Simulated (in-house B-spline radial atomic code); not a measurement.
**P³⁺ in a hard spherical wall**

Aim: energy and levels of P³⁺ squeezed by an impenetrable sphere of shrinking radius. More than one configuration is followed.

The numbers are computed with in-house B-spline radial atomic code version 1 (non-relativistic PBE, spin-polarised, spherical fractional occupations, point nucleus, basis-set limit), except any that are marked as measured or tabulated.

## 1. The system

| Quantity | Value |
| --- | --- |
| element | phosphorus (Z = 15) |
| charge | +3 |
| electrons | 12 |
| configuration | [Ne] 3s2 |
| Hamiltonian | non-relativistic |
| nucleus | point |

Outer shells as boxes (Hund's rule):

[Ne] 3s2
```
[Ne] core
3s [↑↓]
```

Where spins are not typed, each open shell is filled with up spins first.

## 2. Reference run without a wall

Input settings:

```ini
Z = 15
electrons = 12.0
configuration = [Ne] 3s2
hamiltonian = nr
method = pbe,pbe
spin_polarised = True
```

## 3. Wall at 8.67 bohr, configuration [Ne] 3s2

Changes to the settings of step 2:

```diff
@@ -6 +6,2 @@
 spin_polarised = True
+wall_radius = 8.67
```

## 4. Wall at 4.51 bohr, configuration [Ne] 3s2

Changes to the settings of step 3:

```diff
@@ -6,2 +6,2 @@
 spin_polarised = True
-wall_radius = 8.67
+wall_radius = 4.51
```

## 5. Wall at 2.65 bohr, configuration [Ne] 3s2

Changes to the settings of step 4:

```diff
@@ -6,2 +6,2 @@
 spin_polarised = True
-wall_radius = 4.51
+wall_radius = 2.65
```

## 6. Wall at 1.37 bohr, configuration [Ne] 3s2

Changes to the settings of step 5:

```diff
@@ -6,2 +6,2 @@
 spin_polarised = True
-wall_radius = 2.65
+wall_radius = 1.37
```

## 7. Wall at 8.67 bohr, configuration [Ne] 3s1 3d1

Input settings:

```ini
Z = 15
electrons = 12.0
configuration = [Ne] 3s1 3d1
hamiltonian = nr
method = pbe,pbe
spin_polarised = True
wall_radius = 8.67
```

## 8. Wall at 4.51 bohr, configuration [Ne] 3s1 3d1

Changes to the settings of step 7:

```diff
@@ -6,2 +6,2 @@
 spin_polarised = True
-wall_radius = 8.67
+wall_radius = 4.51
```

## 9. Wall at 2.65 bohr, configuration [Ne] 3s1 3d1

Changes to the settings of step 8:

```diff
@@ -6,2 +6,2 @@
 spin_polarised = True
-wall_radius = 4.51
+wall_radius = 2.65
```

## 10. Wall at 1.37 bohr, configuration [Ne] 3s1 3d1

Changes to the settings of step 9:

```diff
@@ -6,2 +6,2 @@
 spin_polarised = True
-wall_radius = 2.65
+wall_radius = 1.37
```

## 11. Wall at 8.67 bohr, configuration [He] 2s2 2p5 3s2 3d1

Input settings:

```ini
Z = 15
electrons = 12.0
configuration = [He] 2s2 2p5 3s2 3d1
hamiltonian = nr
method = pbe,pbe
spin_polarised = True
wall_radius = 8.67
```

## 12. Wall at 4.51 bohr, configuration [He] 2s2 2p5 3s2 3d1

Changes to the settings of step 11:

```diff
@@ -6,2 +6,2 @@
 spin_polarised = True
-wall_radius = 8.67
+wall_radius = 4.51
```

## 13. Wall at 2.65 bohr, configuration [He] 2s2 2p5 3s2 3d1

Changes to the settings of step 12:

```diff
@@ -6,2 +6,2 @@
 spin_polarised = True
-wall_radius = 4.51
+wall_radius = 2.65
```

## 14. Wall at 1.37 bohr, configuration [He] 2s2 2p5 3s2 3d1

Changes to the settings of step 13:

```diff
@@ -6,2 +6,2 @@
 spin_polarised = True
-wall_radius = 2.65
+wall_radius = 1.37
```

What do the energy and the highest level do as the wall closes in, and which configuration is lower at each radius?

**Answer**, as computed:

| configuration | radius (bohr) | energy above the free system (eV) | pressure (GPa) | highest level (eV) |
| --- | --- | --- | --- | --- |
| [Ne] 3s2 | 8.67 | below noise | 1.07e-06 | -45.504 (3s up) |
| [Ne] 3s2 | 4.51 | 0.103 | 1.21 | -45.380 (3s up) |
| [Ne] 3s2 | 2.65 | 11.512 | 331 | -37.528 (3s up) |
| [Ne] 3s2 | 1.37 | 279.91 | 37824 | 100.70 (3s up) |
| [Ne] 3s1 3d1 | 8.67 | 22.181 | 0.000459 | -24.158 (3d up) |
| [Ne] 3s1 3d1 | 4.51 | 22.785 | 4.42 | -23.219 (3d up) |
| [Ne] 3s1 3d1 | 2.65 | 38.184 | 363 | -10.327 (3d up) |
| [Ne] 3s1 3d1 | 1.37 | 265.72 | 30345 | 98.334 (3s up) |
| [He] 2s2 2p5 3s2 3d1 | 8.67 | 150.69 | 0.000167 | -25.987 (3d up) |
| [He] 2s2 2p5 3s2 3d1 | 4.51 | 151.09 | 3.28 | -25.347 (3d up) |
| [He] 2s2 2p5 3s2 3d1 | 2.65 | 167.95 | 451 | -13.867 (3d up) |
| [He] 2s2 2p5 3s2 3d1 | 1.37 | 496.48 | 44280 | 96.673 (3s down) |

What this shows: For [Ne] 3s2 the energy above the free reference is below noise at 8.67 bohr and 279.91 eV at 1.37 bohr, where the electrons press on it with 37824 GPa. Its highest level passes zero between 2.65 and 1.37 bohr; in smaller spheres the level is positive, pushed up by confinement, and the wall keeps the electron in. The order of [Ne] 3s2 and [Ne] 3s1 3d1 turns between 2.65 and 1.37 bohr, so at equal radius strong confinement favours [Ne] 3s1 3d1. At 1.37 bohr the lowest of all 3 is [Ne] 3s1 3d1. A hard wall is a crude model of an atom's surroundings.
